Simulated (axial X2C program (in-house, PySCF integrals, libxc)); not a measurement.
# All-electron X2C curves of TaBr

Aim: find the lowest determinant of TaBr, scan the bond at several levels and fit the constants, once spin-free and once with spin–orbit coupling.

The runs use an in-house X2C program for linear molecules on PySCF integrals; all-electron X2C, Ta dyall-v3z, Br dyall-v3z.

All values are calculated.

### 1 Input

Input file task.json:

```json
{"zs": [73, 35], "q": 0, "bas": ["dyall-v3z", "dyall-v3z"], "levels": ["PBE0", "HF", "TPSS", "LDA"], "cc": false, "r0": 2.6, "npts": 10, "nst": 2, "ntry": 6}
```

Keys: zs atomic numbers; q charge; bas basis sets; levels methods (HF also brings MP2); cc coupled cluster on or off; r0 starting distance in Å; npts points asked for on the curve; nst determinants followed; ntry starts of the search.

Started as:

```bash
> python so2c.py task.json out
```

Spin-free means the one-electron spin-free X2C Hamiltonian; two-component (2c) means X2C with spin–orbit coupling and atomic mean-field two-electron Coulomb and Gaunt terms. Basis: Ta dyall-v3z contracted to [13s14p9d7f2g], Br dyall-v3z contracted to [8s9p6d1f]; Gaussian nuclei, density fitting. Masses: Ta 180.948 u, Br 78.918 u.

Notation: σ, π±, δ± give the projection m of an orbital's angular momentum (0, ±1, ±2), α and β its spin, Λ and M_S the sums; ω is the projection of a spinor's total angular momentum and Ω the sum. Logs are in hartree.

The results follow Hamiltonian by Hamiltonian and level by level.

### 2 State search with PBE0

PBE0 moves the distance from 2.600 Å to 2.431 Å and compares determinants there.

Spin-free determinants:

```
ΔE (eV)           state                              open shells
   0.00  M_S = 2, Λ = 1  beyond closed shells: σα, π+α, δ+α, δ-α
   0.19  M_S = 1, Λ = 0           beyond closed shells: δ+α, δ-α
   0.19  M_S = 2, Λ = 2  beyond closed shells: σα, π+α, π-α, δ+α
   0.37  M_S = 1, Λ = 3           beyond closed shells: π+α, δ+α
   0.38  M_S = 2, Λ = 0   beyond closed shells: 2 × σα, δ+α, δ-α
   0.47  M_S = 1, Λ = 1           beyond closed shells: π-α, δ+α
   0.99  M_S = 2, Λ = 3   beyond closed shells: 2 × σα, π+α, δ+α
```

Two-component determinants:

```json
{"ΔE (eV)": "0.00", "state": "Ω = 1", "open shells": "excess of +ω over −ω: ω = -3/2, ω = 5/2"}
{"ΔE (eV)": "0.12", "state": "Ω = 2", "open shells": "excess of +ω over −ω: ω = 1/2, ω = 3/2"}
{"ΔE (eV)": "0.26", "state": "Ω = 3", "open shells": "excess of +ω over −ω: ω = 1/2, ω = 5/2"}
{"ΔE (eV)": "0.48", "state": "Ω = 2", "open shells": "excess of +ω over −ω: 2 × ω = 1/2, ω = -3/2, ω = 5/2"}
{"ΔE (eV)": "0.50", "state": "Ω = 4", "open shells": "excess of +ω over −ω: ω = 3/2, ω = 5/2"}
{"ΔE (eV)": "0.57", "state": "Ω = 0", "open shells": "closed shell"}
{"ΔE (eV)": "2.36", "state": "Ω = 1", "open shells": "excess of +ω over −ω: ω = -1/2, ω = 3/2"}
```

### 3 PBE0, spin-free

State followed: M_S = 2, Λ = 1 (beyond closed shells: σα, π+α, δ+α, δ-α). The scan is laid around 2.431 Å, a first estimate of the minimum, and this SCF restarts from the orbitals of the search.

Output at 2.431 Å:

```text
spin-free X2C-1e  PBE0
basis functions 239  fitting functions 1390  grid points 5803
iter        total energy     max residual
   1     -18211.330065305     1.07e-05
   2     -18211.330065304     1.32e-05
converged
one-electron -26154.26157151  Coulomb 7800.16317605  exact exchange -101.70421036  xc functional -311.69684407  nuclear repulsion 556.16938457
```

Along the bond, energies from the lowest point:

| R (Å) | E (eV) | μ (D) | HOMO (eV) | LUMO (eV) | iterations |
| --- | --- | --- | --- | --- | --- |
| 2.212 | 0.3942 | -1.88 | -4.53 | -2.34 | 12 |
| 2.285 | 0.1499 | -2.20 | -4.69 | -2.46 | 12 |
| 2.358 | 0.0285 | -2.54 | -4.85 | -2.58 | 12 |
| 2.431 | 0.0000 | -2.88 | -5.01 | -2.70 | 2 |
| 2.516 | 0.0520 | -3.29 | -5.19 | -2.85 | 12 |
| 2.601 | 0.1692 | -3.71 | -5.36 | -2.99 | 12 |
| 2.711 | 0.3823 | -4.26 | -5.58 | -3.17 | 13 |
| 2.844 | 0.6970 | -4.93 | -5.80 | -3.39 | 13 |

Dipoles are positive if Br is the positive end.

Outer orbitals at the reference distance:

| symmetry | occupied | ε (eV) | atomic character |
| --- | --- | --- | --- |
| π-α | yes | -28.17 | 100% Ta f |
| δ+α | yes | -28.12 | 100% Ta f |
| δ-α | yes | -28.07 | 100% Ta f |
| σβ | yes | -28.01 | 100% Ta f |
| π+β | yes | -27.96 | 100% Ta f |
| π-β | yes | -27.96 | 100% Ta f |
| φ+α | yes | -27.93 | 100% Ta f |
| φ-α | yes | -27.92 | 100% Ta f |
| δ+β | yes | -27.82 | 100% Ta f |
| δ-β | yes | -27.82 | 100% Ta f |
| φ-β | yes | -27.61 | 100% Ta f |
| φ+β | yes | -27.61 | 100% Ta f |
| σβ | yes | -21.63 | 74% Br s, 8% Ta d, 8% Ta p |
| σα | yes | -21.62 | 74% Br s, 8% Ta d, 8% Ta p |
| σα | yes | -9.88 | 74% Br p, 10% Ta s, 10% Ta d |
| σβ | yes | -9.66 | 78% Br p, 9% Ta d, 7% Ta s |
| π+α | yes | -8.77 | 72% Br p, 18% Ta d, 4% Ta f |
| π-α | yes | -8.59 | 75% Br p, 13% Ta d, 5% Ta f |
| π+β | yes | -8.52 | 79% Br p, 9% Ta d, 5% Ta f |
| π-β | yes | -8.52 | 79% Br p, 9% Ta d, 5% Ta f |
| σα | yes | -6.27 | 67% Ta s, 24% Ta d, 6% Ta p |
| δ+α | yes | -5.29 | 100% Ta d |
| δ-α | yes | -5.19 | 100% Ta d |
| π+α | yes | -5.01 | 78% Ta d, 10% Br p, 7% Ta p |
| π-α | no | -2.70 | 79% Ta d, 11% Ta p, 5% Br p |
| σβ | no | -2.28 | 80% Ta s, 10% Ta p, 5% Ta d |
| σα | no | -2.27 | 48% Ta d, 37% Ta p, 8% Br p |
| σβ | no | -0.93 | 60% Ta d, 30% Ta p, 6% Br p |

PBE0 fields in the half plane through the axis: z from -2.4 to 4.8 Å across, distance from the axis 0.15 to 2.25 Å upwards; Ta lies at z = 0 and Br at z = 2.431 Å; the ELF is damped to zero where the density is low.

log10 density (e/bohr³). Ten even steps from ' ' (-4.71 ) to '@' (1.79 ):
```
....::::::::--------::::::::::::::::::::......    
....::::------------------------------::::::....  
..::::------========----------======------::::..  
..::::----==============================----::....
::::----====++++++++++======++++++++++====--::::..
::::----==++++******++++++++++******++++==----::..
::::----==++**######**++++++****##****++====--::..
..::::--==++##%%@@%%##++++++**%%@@%%**++++==--::::
```

ELF. Ten even steps from '0' (0.00 ) to '9' (0.84 ):
```
0013455543210001111000000
0135677664311123443210000
0245677764321246776531000
0235666654322478998753100
0123445554223789999974200
0011125676414897579986310
0000036535624962425996310
0000046636625928392897410
```

Re = 2.421 Å, ωe = 257.1 cm⁻¹, ωexe = 0.533 cm⁻¹, Be = 0.05232 cm⁻¹, De = 3.98 eV, μ = -2.83 D.

### 4 HF, spin-free

Output at 2.431 Å:

```text
spin-free X2C-1e  HF
basis functions 239  fitting functions 1390  grid points 5803
iter        total energy     max residual
   1     -18204.745852303     6.10e-01
   2     -18204.801288102     2.55e-02
   3     -18204.802267974     3.02e-02
   4     -18204.805686747     1.74e-03
   5     -18204.805873962     1.50e-03
   6     -18204.805931209     9.65e-04
   7     -18204.805966480     6.07e-04
   8     -18204.805984322     2.62e-04
   9     -18204.805989322     7.26e-05
  10     -18204.805990015     3.34e-05
  11     -18204.805990140     2.15e-05
  12     -18204.805990187     1.38e-05
  13     -18204.805990212     6.24e-06
  14     -18204.805990218     1.68e-06
  15     -18204.805990219     6.55e-07
converged
one-electron -26156.36594693  Coulomb 7802.50606391  exact exchange -407.11549178  xc functional 0.00000000  nuclear repulsion 556.16938457
```

Re = 2.508 Å, ωe = 235.4 cm⁻¹, ωexe = 0.467 cm⁻¹, Be = 0.04878 cm⁻¹, De = 3.05 eV, μ = -3.94 D.

### 5 TPSS, spin-free

The SCF at the reference distance of 2.431 Å:

```text
spin-free X2C-1e  TPSS
basis functions 239  fitting functions 1390  grid points 5803
iter        total energy     max residual
   1     -18211.301788757     1.55e-01
   2     -18211.303476767     2.72e-02
   3     -18211.297692754     4.70e-02
   4     -18211.307394622     2.81e-03
   5     -18211.307435603     1.64e-03
   6     -18211.307502953     5.73e-04
   7     -18211.307511268     7.08e-05
   8     -18211.307511382     5.25e-06
   9     -18211.307511383     1.66e-06
converged
one-electron -26151.07779306  Coulomb 7796.86562711  exact exchange 0.00000000  xc functional -413.26473002  nuclear repulsion 556.16938457
```

Re = 2.423 Å, ωe = 254.0 cm⁻¹, ωexe = 0.55 cm⁻¹, Be = 0.05224 cm⁻¹, De = 4.06 eV, μ = -2.48 D.

### 6 LDA, spin-free

The SCF at the reference distance of 2.431 Å:

```text
spin-free X2C-1e  LDA
basis functions 239  fitting functions 1390  grid points 5803
iter        total energy     max residual
   1     -18198.068037186     1.51e+00
   2     -18198.087334614     2.38e-02
   3     -18198.075957635     4.79e-02
   4     -18198.091686777     2.10e-03
   5     -18198.091266664     4.57e-03
   6     -18198.091805363     4.72e-04
   7     -18198.091805800     1.79e-04
   8     -18198.091806382     1.61e-05
   9     -18198.091806389     2.80e-06
  10     -18198.091806389     1.25e-06
converged
one-electron -26151.22947625  Coulomb 7796.91317411  exact exchange 0.00000000  xc functional -399.94488883  nuclear repulsion 556.16938457
```

Re = 2.375 Å, ωe = 270.3 cm⁻¹, ωexe = 0.586 cm⁻¹, Be = 0.05439 cm⁻¹, De = 4.53 eV, μ = -2.06 D.

### 7 MP2, spin-free

Correlated methods: 34 electrons correlated (frozen shells, counted by type: Ta 4 s, 3 p, 2 d; Br 3 s, 2 p, 1 d), 284 virtual spinors in MP2.

MP2: Re = 2.404 Å, ωe = 265.1 cm⁻¹, Be = 0.0531 cm⁻¹, De = 3.63 eV.

### 8 A higher determinant, spin-free

State: M_S = 1, Λ = 0 (beyond closed shells: δ+α, δ-α).

Output at the reference distance:

```text
spin-free X2C-1e  PBE0
basis functions 239  fitting functions 1390  grid points 5803
iter        total energy     max residual
   1     -18211.323162460     2.46e-05
   2     -18211.323162449     3.41e-05
   3     -18211.323162485     7.22e-06
   4     -18211.323162487     3.95e-06
   5     -18211.323162490     2.11e-06
   6     -18211.323162491     9.52e-07
converged
one-electron -26148.83511112  Coulomb 7794.61980722  exact exchange -101.67061333  xc functional -311.60662984  nuclear repulsion 556.16938457
```

| R (Å) | E above the lowest PBE0 point (eV) |
| --- | --- |
| 2.212 | 0.434 |
| 2.285 | 0.250 |
| 2.358 | 0.178 |
| 2.431 | 0.188 |
| 2.516 | 0.274 |
| 2.601 | 0.415 |
| 2.711 | 0.646 |
| 2.844 | 0.969 |

Re = 2.383 Å, ωe = 261.3 cm⁻¹, ωexe = 0.601 cm⁻¹, Be = 0.05401 cm⁻¹, μ = -0.05 D. ⟨S²⟩ = 2.45 against 2.00 for a pure state, so this determinant mixes spins. Te = 0.17 eV.

### 9 The spin-free curves together

Energy (eV) of the followed determinant, spin-free, from each level's lowest point:

| R (Å) | PBE0 | HF | MP2 | TPSS | LDA |
| --- | --- | --- | --- | --- | --- |
| 2.212 | 0.394 | 0.735 | 0.338 | 0.394 | 0.246 |
| 2.285 | 0.150 | 0.375 | 0.113 | 0.151 | 0.066 |
| 2.358 | 0.029 | 0.153 | 0.011 | 0.030 | 0.000 |
| 2.431 | 0.000 | 0.036 | 0.000 | 0.000 | 0.019 |
| 2.516 | 0.052 | 0.000 | 0.072 | 0.049 | 0.119 |
| 2.601 | 0.169 | 0.043 | 0.208 | 0.162 | 0.275 |
| 2.711 | 0.382 | 0.178 | 0.445 | 0.368 | 0.528 |
| 2.844 | 0.697 | 0.420 | 0.787 | 0.672 | 0.877 |

### 10 PBE0, 2c

State followed: Ω = 1 (excess of +ω over −ω: ω = -3/2, ω = 5/2). The scan is laid around 2.431 Å, a first estimate of the minimum, and this SCF restarts from the orbitals of the search.

Output at 2.431 Å:

```text
two-component X2C + atomic mean field  PBE0
basis functions 239  fitting functions 1390  grid points 5803
iter        total energy     max residual
   1     -18208.687758354     1.87e-05
   2     -18208.687758392     1.41e-05
   3     -18208.687758402     1.21e-05
   4     -18208.687758416     9.41e-06
   5     -18208.687758432     3.55e-06
   6     -18208.687758434     1.34e-06
converged
one-electron -26134.27842843  Coulomb 7797.04336538  exact exchange -101.66497431  xc functional -311.61696451  nuclear repulsion 556.16938457  atomic mean-field constant -14.34014114
```

Along the bond, energies from the lowest point:

| R (Å) | E (eV) | μ (D) | HOMO (eV) | LUMO (eV) | iterations |
| --- | --- | --- | --- | --- | --- |
| 2.212 | 0.3916 | -1.84 | -4.65 | -2.22 | 15 |
| 2.285 | 0.1485 | -2.16 | -4.74 | -2.33 | 15 |
| 2.358 | 0.0280 | -2.49 | -4.84 | -2.45 | 14 |
| 2.431 | 0.0000 | -2.83 | -4.94 | -2.57 | 6 |
| 2.516 | 0.0523 | -3.24 | -5.06 | -2.71 | 12 |
| 2.601 | 0.1697 | -3.66 | -5.19 | -2.86 | 12 |
| 2.711 | 0.3826 | -4.21 | -5.35 | -3.04 | 13 |
| 2.844 | 0.6969 | -4.88 | -5.54 | -3.25 | 13 |

Dipoles are positive if Br is the positive end.

Outer spinors at the reference distance:

```json
{"ω": "1/2", "occupied": "yes", "ε (eV)": "-27.30", "atomic character": "100% Ta f", "λ mixture": "50% σ, 50% π"}
{"ω": "-1/2", "occupied": "yes", "ε (eV)": "-27.29", "atomic character": "100% Ta f", "λ mixture": "62% σ, 38% π"}
{"ω": "3/2", "occupied": "yes", "ε (eV)": "-27.26", "atomic character": "100% Ta f", "λ mixture": "63% π, 37% δ"}
{"ω": "-3/2", "occupied": "yes", "ε (eV)": "-27.20", "atomic character": "100% Ta f", "λ mixture": "75% π, 25% δ"}
{"ω": "5/2", "occupied": "yes", "ε (eV)": "-27.20", "atomic character": "100% Ta f", "λ mixture": "78% δ, 22% φ"}
{"ω": "7/2", "occupied": "yes", "ε (eV)": "-27.14", "atomic character": "100% Ta f", "λ mixture": "100% φ"}
{"ω": "-5/2", "occupied": "yes", "ε (eV)": "-27.04", "atomic character": "100% Ta f", "λ mixture": "87% δ, 13% φ"}
{"ω": "-7/2", "occupied": "yes", "ε (eV)": "-26.82", "atomic character": "100% Ta f", "λ mixture": "100% φ"}
{"ω": "-1/2", "occupied": "yes", "ε (eV)": "-21.65", "atomic character": "74% Br s, 8% Ta d, 8% Ta p", "λ mixture": "100% σ"}
{"ω": "1/2", "occupied": "yes", "ε (eV)": "-21.64", "atomic character": "74% Br s, 8% Ta d, 8% Ta p", "λ mixture": "100% σ"}
{"ω": "1/2", "occupied": "yes", "ε (eV)": "-9.91", "atomic character": "74% Br p, 10% Ta s, 9% Ta d", "λ mixture": "98% σ, 2% π"}
{"ω": "-1/2", "occupied": "yes", "ε (eV)": "-9.70", "atomic character": "78% Br p, 9% Ta d, 6% Ta s", "λ mixture": "97% σ, 3% π"}
{"ω": "-1/2", "occupied": "yes", "ε (eV)": "-8.91", "atomic character": "72% Br p, 18% Ta d, 4% Ta f", "λ mixture": "97% π, 3% σ"}
{"ω": "1/2", "occupied": "yes", "ε (eV)": "-8.67", "atomic character": "79% Br p, 9% Ta d, 5% Ta f", "λ mixture": "98% π, 2% σ"}
{"ω": "3/2", "occupied": "yes", "ε (eV)": "-8.44", "atomic character": "75% Br p, 14% Ta d, 5% Ta f", "λ mixture": "100% π"}
{"ω": "-3/2", "occupied": "yes", "ε (eV)": "-8.38", "atomic character": "78% Br p, 10% Ta d, 5% Ta f", "λ mixture": "100% π"}
{"ω": "1/2", "occupied": "yes", "ε (eV)": "-6.25", "atomic character": "67% Ta s, 24% Ta d, 6% Ta p", "λ mixture": "100% σ"}
{"ω": "-3/2", "occupied": "yes", "ε (eV)": "-5.51", "atomic character": "100% Ta d", "λ mixture": "99% δ, 1% π"}
{"ω": "-1/2", "occupied": "yes", "ε (eV)": "-5.14", "atomic character": "78% Ta d, 9% Br p, 8% Ta p", "λ mixture": "98% π, 2% σ"}
{"ω": "5/2", "occupied": "yes", "ε (eV)": "-4.94", "atomic character": "100% Ta d", "λ mixture": "100% δ"}
{"ω": "3/2", "occupied": "no", "ε (eV)": "-2.57", "atomic character": "78% Ta d, 11% Ta p, 6% Br p", "λ mixture": "99% π, 1% δ"}
{"ω": "-1/2", "occupied": "no", "ε (eV)": "-2.31", "atomic character": "79% Ta s, 12% Ta p, 5% Ta d", "λ mixture": "99% σ, 1% π"}
{"ω": "1/2", "occupied": "no", "ε (eV)": "-2.26", "atomic character": "48% Ta d, 37% Ta p, 8% Br p", "λ mixture": "98% σ, 2% π"}
{"ω": "-1/2", "occupied": "no", "ε (eV)": "-1.05", "atomic character": "69% Ta p, 20% Ta d, 4% Br p", "λ mixture": "77% π, 23% σ"}
```

PBE0 fields in the half plane through the axis: z from -2.4 to 4.8 Å across, distance from the axis 0.15 to 2.25 Å upwards; Ta lies at z = 0 and Br at z = 2.431 Å; the ELF is damped to zero where the density is low.

log10 density (e/bohr³). Ten even steps from '0' (-4.71 ) to '9' (1.79 ):
```
1122223333222222222211100
1122333333333333333222110
1223334444333334443332210
1223344444444444444433211
2233445555544455555443221
2233455666555556665543321
2233456777655566766544321
2223457898755568986554322
```

ELF. Ten even steps from '0' (0.00 ) to '9' (0.84 ):
```
0013455553210001111000000
0135677664311123443210000
0245677765321246776531000
0235666654322478998753100
0123445554213789999974200
0011125676414897579986310
0000036545624962425996310
0000046636625928392897410
```

Re = 2.421 Å, ωe = 256.9 cm⁻¹, ωexe = 0.535 cm⁻¹, Be = 0.05234 cm⁻¹, De = 3.75 eV, μ = -2.78 D.

### 11 HF, 2c

Output at 2.431 Å:

```text
two-component X2C + atomic mean field  HF
basis functions 239  fitting functions 1390  grid points 5803
iter        total energy     max residual
   1     -18202.065716858     6.10e-01
   2     -18202.121416154     2.53e-02
   3     -18202.122485438     3.01e-02
   4     -18202.125916563     1.79e-03
   5     -18202.126151952     1.56e-03
   6     -18202.126241186     1.04e-03
   7     -18202.126312501     8.14e-04
   8     -18202.126369904     6.33e-04
   9     -18202.126402404     4.79e-04
  10     -18202.126418142     3.85e-04
  11     -18202.126440403     2.55e-04
  12     -18202.126458897     1.44e-04
  13     -18202.126463049     8.00e-05
  14     -18202.126463866     3.32e-05
  15     -18202.126463983     1.54e-05
  16     -18202.126464020     8.25e-06
  17     -18202.126464032     5.08e-06
  18     -18202.126464035     3.61e-06
  19     -18202.126464035     2.35e-06
converged
one-electron -26136.24710872  Coulomb 7799.24802419  exact exchange -406.95662294  xc functional 0.00000000  nuclear repulsion 556.16938457  atomic mean-field constant -14.34014114
```

Re = 2.506 Å, ωe = 235.5 cm⁻¹, ωexe = 0.471 cm⁻¹, Be = 0.04886 cm⁻¹, De = 2.76 eV, μ = -3.81 D.

### 12 TPSS, 2c

The SCF at the reference distance of 2.431 Å:

```text
two-component X2C + atomic mean field  TPSS
basis functions 239  fitting functions 1390  grid points 5803
iter        total energy     max residual
   1     -18208.649079818     1.57e-01
   2     -18208.650913524     2.70e-02
   3     -18208.645193633     4.68e-02
   4     -18208.654813695     2.83e-03
   5     -18208.654856314     1.65e-03
   6     -18208.654924085     6.00e-04
   7     -18208.654933069     7.21e-05
   8     -18208.654933175     8.60e-06
   9     -18208.654933177     3.52e-06
  10     -18208.654933178     1.33e-06
converged
one-electron -26131.07255787  Coulomb 7793.72195963  exact exchange 0.00000000  xc functional -413.13357838  nuclear repulsion 556.16938457  atomic mean-field constant -14.34014114
```

Re = 2.422 Å, ωe = 253.3 cm⁻¹, ωexe = 0.545 cm⁻¹, Be = 0.05232 cm⁻¹, De = 3.98 eV, μ = -2.45 D.

### 13 LDA, 2c

Output at 2.431 Å:

```text
two-component X2C + atomic mean field  LDA
basis functions 239  fitting functions 1390  grid points 5803
iter        total energy     max residual
   1     -18195.449947109     1.51e+00
   2     -18195.469426472     2.38e-02
   3     -18195.457997824     4.79e-02
   4     -18195.473772691     2.29e-03
   5     -18195.473327165     4.74e-03
   6     -18195.473903816     4.72e-04
   7     -18195.473904579     1.88e-04
   8     -18195.473905165     2.63e-05
   9     -18195.473905183     5.71e-06
  10     -18195.473905184     1.37e-06
converged
one-electron -26131.20973833  Coulomb 7793.75373420  exact exchange 0.00000000  xc functional -399.84714449  nuclear repulsion 556.16938457  atomic mean-field constant -14.34014114
```

No constants are quoted: the points don't follow one smooth fit.

### 14 MP2, 2c

Correlated methods: 34 electrons correlated (frozen shells, counted by type: Ta 4 s, 3 p, 2 d; Br 3 s, 2 p, 1 d), 284 virtual spinors in MP2.

MP2: Re = 2.405 Å, ωe = 264.6 cm⁻¹, Be = 0.05305 cm⁻¹, De = 3.27 eV.

### 15 A higher determinant, 2c

State: Ω = 2 (excess of +ω over −ω: ω = 1/2, ω = 3/2).

Output at the reference distance:

```text
two-component X2C + atomic mean field  PBE0
basis functions 239  fitting functions 1390  grid points 5803
iter        total energy     max residual
   1     -18208.683302963     6.38e-06
   2     -18208.683302969     6.95e-06
   3     -18208.683302972     4.26e-06
   4     -18208.683302974     3.37e-06
   5     -18208.683302979     1.41e-06
   6     -18208.683302980     7.76e-07
converged
one-electron -26129.58294247  Coulomb 7792.20315185  exact exchange -101.62419236  xc functional -311.50856343  nuclear repulsion 556.16938457  atomic mean-field constant -14.34014114
```

| R (Å) | E above the lowest PBE0 point (eV) |
| --- | --- |
| 2.212 | 0.418 |
| 2.285 | 0.209 |
| 2.358 | 0.121 |
| 2.431 | 0.121 |
| 2.516 | 0.203 |
| 2.601 | 0.344 |
| 2.711 | 0.582 |
| 2.844 | 0.916 |

Re = 2.393 Å, ωe = 266.2 cm⁻¹, ωexe = 0.587 cm⁻¹, Be = 0.05357 cm⁻¹, μ = -1.60 D. Te = 0.11 eV.

### 16 The 2c curves together

Energy (eV) of the followed determinant, 2c, from each level's lowest point:

| R (Å) | PBE0 | HF | MP2 | TPSS | LDA |
| --- | --- | --- | --- | --- | --- |
| 2.212 | 0.392 | 0.725 | 0.342 | 0.383 | 0.167 |
| 2.285 | 0.149 | 0.368 | 0.116 | 0.146 | 0.067 |
| 2.358 | 0.028 | 0.148 | 0.012 | 0.028 | 0.000 |
| 2.431 | 0.000 | 0.034 | 0.000 | 0.000 | 0.022 |
| 2.516 | 0.052 | 0.000 | 0.071 | 0.050 | 0.123 |
| 2.601 | 0.170 | 0.045 | 0.205 | 0.164 | 0.280 |
| 2.711 | 0.383 | 0.181 | 0.440 | 0.370 | 0.533 |
| 2.844 | 0.697 | 0.424 | 0.779 | 0.674 | 0.882 |

Time for the job: 6.5 min (1 thread of Arm Neoverse N1, shared host).

### 17 What came out

Lowest determinant that the search found at its distance, spin-free: M_S = 2, Λ = 1 (beyond closed shells: σα, π+α, δ+α, δ-α).

Lowest determinant that the search found at its distance, 2c: Ω = 1 (excess of +ω over −ω: ω = -3/2, ω = 5/2).

```csv
Hamiltonian,level,Re (Å),ωe (cm⁻¹),De (eV),μ (D)
spin-free,PBE0,2.421,257.1,3.98,-2.83
spin-free,HF,2.508,235.4,3.05,-3.94
spin-free,MP2,2.404,265.1,3.63,n/a
spin-free,TPSS,2.423,254.0,4.06,-2.48
spin-free,LDA,2.375,270.3,4.53,-2.06
2c,PBE0,2.421,256.9,3.75,-2.78
2c,HF,2.506,235.5,2.76,-3.81
2c,MP2,2.405,264.6,3.27,n/a
2c,TPSS,2.422,253.3,3.98,-2.45
```

Dipoles are positive if Br is the positive end. No constants: 2c LDA (the points don't follow one smooth fit).

Time per point (s) on 1 thread of Arm Neoverse N1, shared host (2c runs); the times are rough: PBE0 3.2, HF 3.6, MP2 5.2, TPSS 1.9.

**Reading.** At MP2, going from spin-free to two-component changes Re by +1 mÅ, ωe by -0.2 %; the spin-free picture holds up (part of it comes from the scalar share of the two-electron terms). It costs about 1.9 times the time. De moves by -0.37 eV; both De rest on single-determinant atoms, which can miss part of an open shell's spin–orbit lowering.

De refers to Ta + Br, each in the lowest determinant found, which need not be this curve's own limit. The state is a single determinant with fixed occupations, the lowest that a limited PBE0 search found. De is counted from the lowest determinant-based energies of the atoms at the same level, without counterpoise correction. Density functionals use the spin component along the axis (collinear). The meta-GGAs lack a current-density term, which matters for open shells with orbital currents, atoms included. With several unpaired electrons one determinant need not be a pure state. At some level an empty orbital lies below a filled one.
